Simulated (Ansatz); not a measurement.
**FHIIn: a ladder of functionals and wavefunction methods**

One table from this session's results is given with a row withheld; the runs are named, their logs left out.

Computed with Ansatz 0.2.0, Gaussian basis. Level: functionals in def2-TZVPP, the program's frozen cores in correlated methods.

Plan: LDA (SPW92), PBE-D4, revPBE-D4, BLYP-D4, r2SCAN-D4, B97M-V, PBE0-D4, B3LYP-D4, r2SCANh-D4, r2SCAN0-D4, HSE06-D4, BHLYP-D4, CAM-B3LYP-D4, LC-ωPBE, ωB97X-V, ωB97M-V, B2PLYP, PBE-QIDH; CCSD(T)/def2-SVP; CCSD(T)/def2-TZVPP; MP2/def2-QZVPP; extrapolation to the limit; RPA on PBE.

## The relaxed structure

An earlier PBE0-D4 in a triple-zeta def2 set relaxation fixed the geometry. In, I take the def2 core potential; no spin-orbit term is included.

SMILES `[F][InH][I]`, 4 atoms, charge 0, spin multiplicity 1.

Atoms are counted from 1 here; the program's logs count them from 0.

Bond lengths: F1–In2 1.945 Å, In2–I3 2.630 Å, In2–H4 1.696 Å. Angles: F1–In2–I3 110.8°, F1–In2–H4 118.7°, I3–In2–H4 130.5°.

The first run:

File in.yaml:

```yaml
crystal:
  periodic: [false, false, false]
  atoms:
    - {symbol: F, position_ang: [-1.651041, -0.135860, 0.924719]}
    - {symbol: In, position_ang: [-0.066247, 0.157681, -0.163241]}
    - {symbol: I, position_ang: [1.913792, -1.377142, 0.637884]}
    - {symbol: H, position_ang: [-0.141104, 1.295021, -1.419762]}
basis:
  gaussian: {orbitals: def2-TZVPP}
hamiltonian: {xc: lda}
output: {orbitals: {seedname: orbitals}}
```

Among the steps run: LDA; PBE-D4 (GGA); revPBE-D4 (GGA); BLYP-D4 (GGA); r2SCAN-D4 (meta-GGA); B97M-V (meta-GGA); PBE0-D4 (hybrid); B3LYP-D4 (hybrid); r2SCANh-D4 (hybrid); r2SCAN0-D4 (hybrid); HSE06-D4 (hybrid); BHLYP-D4 (hybrid); CAM-B3LYP-D4 (range-separated); LC-ωPBE-D4 (range-separated; the results give it without D4); ωB97X-V (range-separated); ωB97M-V (range-separated); B2PLYP (double hybrid); PBE-QIDH (double hybrid).

One table of the session follows, with a row left open; its other results are not shown here.

It belongs to the step «Orbital energies across the functionals». 

| functional | HOMO (eV) | LUMO (eV) | gap (eV) |
| --- | --- | --- | --- |
| LDA (SPW92) | -6.95 | -3.06 | 3.88 |
| PBE-D4 | -6.78 | -2.79 | 3.99 |
| revPBE-D4 | -6.72 | -2.69 | 4.03 |
| BLYP-D4 | -6.61 | -2.77 | 3.84 |
| r2SCAN-D4 | -7.08 | -2.55 | 4.53 |
| B97M-V | -7.08 | -2.60 | 4.48 |
| PBE0-D4 | -7.93 | -1.94 | 5.98 |
| B3LYP-D4 | -7.68 | -2.27 | 5.41 |
| r2SCANh-D4 | ? | ? | ? |
| r2SCAN0-D4 | -8.12 | -1.80 | 6.32 |
| HSE06-D4 | -7.53 | -2.31 | 5.22 |
| BHLYP-D4 | -8.90 | -1.30 | 7.60 |
| CAM-B3LYP-D4 | -9.17 | -1.13 | 8.05 |
| LC-ωPBE | -10.51 | 0.01 | 10.51 |
| ωB97X-V | -10.17 | -0.13 | 10.04 |
| ωB97M-V | -10.05 | -0.39 | 9.66 |

Estimate the missing values for r2SCANh-D4.

Worked estimate for «HOMO (eV)». Against the share of exact exchange, r2SCAN-D4 (0, -7.08), r2SCAN0-D4 (0.25, -8.12) give a slope of -4.16 per unit share; at 0.1 the line stands at -7.50.

The run gave: HOMO (eV): -7.50; LUMO (eV): -2.25; gap (eV): 5.25. In «HOMO (eV)» the line misses by 0.00.
